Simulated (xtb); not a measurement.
# CH3F3Ge (SMILES [CH3][Ge]([F])([F])[F]): GFN2-xTB

Wanted: a geometry optimisation of CH3F3Ge. 

The results are computed with xtb 6.7.1.

6 further runs of the same task are left out: 6 set aside as unsound or not needed.

**1. The system as given**

The species is CH3F3Ge (8 atoms), meant as a singlet with charge 0. As SMILES, `[CH3][Ge]([F])([F])[F]`. All atoms were displaced at random from a relaxed shape. The run starts from this shape.

Bond lengths: C1–Ge2 1.897 Å, Ge2–F3 1.851 Å, Ge2–F4 1.699 Å, Ge2–F5 1.693 Å, C1–H6 0.978 Å, C1–H7 1.016 Å, C1–H8 1.190 Å. Some angles: C1–Ge2–F3 109.5°, C1–Ge2–F4 113.3°, C1–Ge2–F5 122.4°, F3–Ge2–F4 102.4°, F3–Ge2–F5 100.3°, F4–Ge2–F5 106.5°, Ge2–C1–H6 119.2°, Ge2–C1–H7 111.5°, Ge2–C1–H8 103.7°, H6–C1–H7 109.2°.

**2. A structure relaxation at GFN2-xTB**

coord

```
$coord
     -1.616358343437     -0.589575653622      1.044394937297  c
      1.212618356911      0.374184669937     -0.935112075510  ge
      4.092901121543     -1.169192450567      0.311143406420  f
      1.088047610776     -0.731002756789     -3.946485141407  f
      2.223678525370      3.403869181982     -1.119265886355  f
     -2.147862713250     -2.359738806343      1.056149033792  h
     -1.453671821368      0.031822987939      2.852862838564  h
     -3.287518744489      0.678487267786      0.236555916281  h
$end
```

Started as:

```
$ xtb coord --chrg 0 -u 0 -o normal > xtb.out
```

Q: Predict the results. Wanted: total energy at the end; dipole moment; HOMO energy; LUMO energy; HOMO–LUMO gap; dispersion energy; mean polarisability.

Computed results:

At GFN2-xTB:

| quantity | value |
| --- | --- |
| total energy at the end | -19.92072 Eh |
| dipole moment | 5.33 D |
| HOMO energy | -13.36 eV |
| LUMO energy | -5.78 eV |
| HOMO–LUMO gap | 7.58 eV |
| dispersion energy | -9.35 kJ/mol |
| mean polarisability (D4 model) | 52.8 bohr³ |

What this shows: At the final geometry: Bond lengths: C1–Ge2 1.965 Å, Ge2–F3 1.721 Å, Ge2–F4 1.721 Å, Ge2–F5 1.719 Å, C1–H6 1.086 Å, C1–H7 1.086 Å, C1–H8 1.086 Å. Some angles: C1–Ge2–F3 115.7°, C1–Ge2–F4 115.6°, C1–Ge2–F5 115.7°, F3–Ge2–F4 102.6°, F3–Ge2–F5 102.6°, F4–Ge2–F5 102.6°, Ge2–C1–H6 109.2°, Ge2–C1–H7 109.1°, Ge2–C1–H8 108.9°, H6–C1–H7 109.9°. The optimisation took 7 steps and changed the energy by -0.675 eV. Mulliken charges run from -0.23 on F4 to +0.48 on Ge2.
